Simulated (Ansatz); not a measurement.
# C2H6F4O2W: the cost of one run

Computed with Ansatz 0.2.0, Gaussian basis. Level: one geometry, several basis sets.

Levels to be run: PBE0-D4/def2-SVP; ωB97M-V/def2-SVP; PBE0-D4/def2-QZVPP; ωB97M-V/def2-QZVPP; the functionals' def2-TZVPP values are taken from earlier runs.

### Step 1. The relaxed structure

The geometry comes from an earlier relaxation with PBE0-D4 in a triple-zeta def2 set; it is a stationary point, not always the lowest conformer. W takes the def2 core potential; no spin-orbit term is included.

SMILES `C[O][W]([F])([F])([F])([F])[O]C`, 15 atoms, charge 0, spin multiplicity 1.

Atoms are counted from 1 here; the program's logs count them from 0.

Bond lengths: C1–O2 1.400 Å, C1–H10 1.093 Å, C1–H11 1.092 Å, C1–H12 1.093 Å, O2–W3 1.835 Å, W3–F4 1.873 Å, W3–F5 1.872 Å, W3–F6 1.867 Å, W3–F7 1.862 Å, W3–O8 1.827 Å, O8–C9 1.398 Å, C9–H13 1.094 Å, C9–H14 1.093 Å, C9–H15 1.091 Å. Angles: O2–C1–H10 109.5°, O2–C1–H11 109.0°, O2–C1–H12 109.0°, H10–C1–H11 110.1°, H10–C1–H12 109.8°, H11–C1–H12 109.5°, C1–O2–W3 142.4°, O2–W3–F4 94.3°, O2–W3–F5 86.5°, O2–W3–F6 170.8°, O2–W3–F7 90.6°, O2–W3–O8 96.6°, F4–W3–F5 86.3°, F4–W3–F6 88.5°, F4–W3–F7 174.7°, F4–W3–O8 87.0°, F5–W3–F6 85.0°, F5–W3–F7 92.1° and more.

Geometry (Å):

```xyz
15
charge 0, multiplicity 1
C     2.1117   -0.7058   -1.6215
O     1.0878   -0.4788   -0.6948
W    -0.1155    0.7907   -0.1414
F    -1.5482    0.0487   -1.0922
F     0.2988    1.7060   -1.7207
F    -1.1948    2.2661    0.2361
F     1.2227    1.6767    0.8035
O    -0.7339   -0.1245    1.3138
C    -1.8490   -0.6249    1.9920
H     2.0397    0.0257   -2.4310
H     2.0114   -1.7169   -2.0203
H     3.0765   -0.6064   -1.1185
H    -2.5700   -1.0037    1.2624
H    -2.3053    0.1777    2.5764
H    -1.5319   -1.4304    2.6562
```

### Step 2. PBE0-D4 in def2-SVP

The input, in.yaml:

```yaml
crystal:
  periodic: [false, false, false]
  atoms:
    - {symbol: C, position_ang: [2.111711, -0.705811, -1.621530]}
    - {symbol: O, position_ang: [1.087784, -0.478839, -0.694760]}
    - {symbol: W, position_ang: [-0.115528, 0.790700, -0.141354]}
    - {symbol: F, position_ang: [-1.548176, 0.048679, -1.092249]}
    - {symbol: F, position_ang: [0.298806, 1.706008, -1.720725]}
    - {symbol: F, position_ang: [-1.194838, 2.266076, 0.236105]}
    - {symbol: F, position_ang: [1.222732, 1.676714, 0.803494]}
    - {symbol: O, position_ang: [-0.733862, -0.124485, 1.313798]}
    - {symbol: C, position_ang: [-1.848980, -0.624859, 1.992018]}
    - {symbol: H, position_ang: [2.039722, 0.025662, -2.431036]}
    - {symbol: H, position_ang: [2.011406, -1.716902, -2.020344]}
    - {symbol: H, position_ang: [3.076463, -0.606397, -1.118455]}
    - {symbol: H, position_ang: [-2.570040, -1.003750, 1.262363]}
    - {symbol: H, position_ang: [-2.305309, 0.177662, 2.576444]}
    - {symbol: H, position_ang: [-1.531892, -1.430447, 2.656221]}
basis:
  gaussian: {orbitals: def2-SVP}
hamiltonian: {xc: pbe0, dispersion: d4}
output: {orbitals: {seedname: orbitals}}
```

The run is started by

```
$ ansatz run in.yaml --threads 5 --pin off --events-out ev --progress --plain --max-ram 66560MiB --backend cpu
```

What time and memory should one allow on 5 threads of AMD EPYC 7R13, shared host?

About 3.6 s, with a peak of 0.67 GiB.
